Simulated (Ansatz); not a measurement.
**Co (P6_3/mmc): equation of state**

One table from this session's results is given with a row withheld; the runs are named, their logs left out.

Program: Ansatz 0.2.0. Level of theory: DFT PBE, scalar-relativistic, plane waves, PAW. These are calculated values, not measurements.

Spin polarisation is switched off on purpose; where the compound carries moments, volume, stiffness and gap are then not the real material's.

## Starting point

The structure is hexagonal, space group P6_3/mmc (No. 194). The conventional cell has a = 2.454 Å, b = 2.454 Å, c = 3.959 Å, α = 90.00°, β = 90.00°, γ = 120.00°. Around Co (site symmetry -6m2) lie 12 Co at 2.43 to 2.45 Å.

Coordinates:

```xyz
2
Lattice="2.4540 0.0000 0.0000 -1.2270 2.1252 0.0000 0.0000 0.0000 3.9589" Properties=species:S:1:pos:R:3 pbc="T T T"
Co    0.0000    1.4168    0.9897
Co    1.2270    0.7084    2.9691
```

An earlier run at PBE left this cell at 10.323 Å³/atom and -0.03 GPa (20×20×12 mesh).

Volume factors to run: 0.980, 1.020, 0.960, 1.040.

The first run:

input.yaml reads:

```yaml
crystal:
  lattice:
    - [2.4375031213, 0.0, 0.0]
    - [-1.2187515607, 2.1109396249, 0.0]
    - [0.0, 0.0, 3.9322931221]
  atoms:
    - { symbol: Co, position: [0.3333333333, 0.6666666667, 0.25] }
    - { symbol: Co, position: [0.6666666667, 0.3333333333, 0.75] }
basis:
  ecutwfc: 420
  ecutrho_ratio: 4
kpoints:
  mp_grid: { grid: [20, 20, 12] }
hamiltonian:
  xc: pbe
scf:
  occupations: { method: gaussian, width: 0.05 }
output:
  forces: true
  stress: true
  eigenvalues: true
relax:
  f_tol: 0.01
  max_steps: 40
  cell: { stress_tol: 0.1, fix: [volume] }
```

Launch:

```bash
ansatz run input.yaml --threads 1 --pin off --max-ram 2560MiB --backend cpu --events-out ev --progress --plain --runs-dir out
```

Among the steps run: At 0.980 of the relaxed volume; Scaling the volume by 1.020; Scaling the volume by 0.960; Volume × 1.040.

One table of the session follows, with a row left open; its other results are not shown here.

| volume (Å³/atom) | energy (meV/atom) | pressure (GPa) |
| --- | --- | --- |
| 9.910 | 14.00 | 11.43 |
| 10.117 | 3.31 | 5.37 |
| 10.323 | 0.00 | -0.03 |
| 10.530 | ? | ? |
| 10.736 | 12.39 | -9.14 |

**Question.** Estimate the row for volume (Å³/atom) = 10.530.

Worked estimate for «energy (meV/atom)». A straight line through the neighbours (10.323, 0.00) and (10.736, 12.39) gives 0.00 + (12.39 − 0.00) × (10.530 − 10.323) / (10.736 − 10.323) = 6.21; a parabola fitted to 3 rows on both sides gives 3.04.

The run gave: energy (meV/atom): 3.26; pressure (GPa): -4.85. In «energy (meV/atom)» the line misses by +2.95 and the parabola by -0.22.

volume (Å³/atom), energy (meV/atom) and a bar:
```
     9.91       14.0 ##############################
    10.12        3.3 #######
    10.32        0.0 
    10.53        3.3 #######
    10.74       12.4 ###########################
```

Limits of these values: Real Co is ferromagnetic; without spin these runs don't describe its ground state.
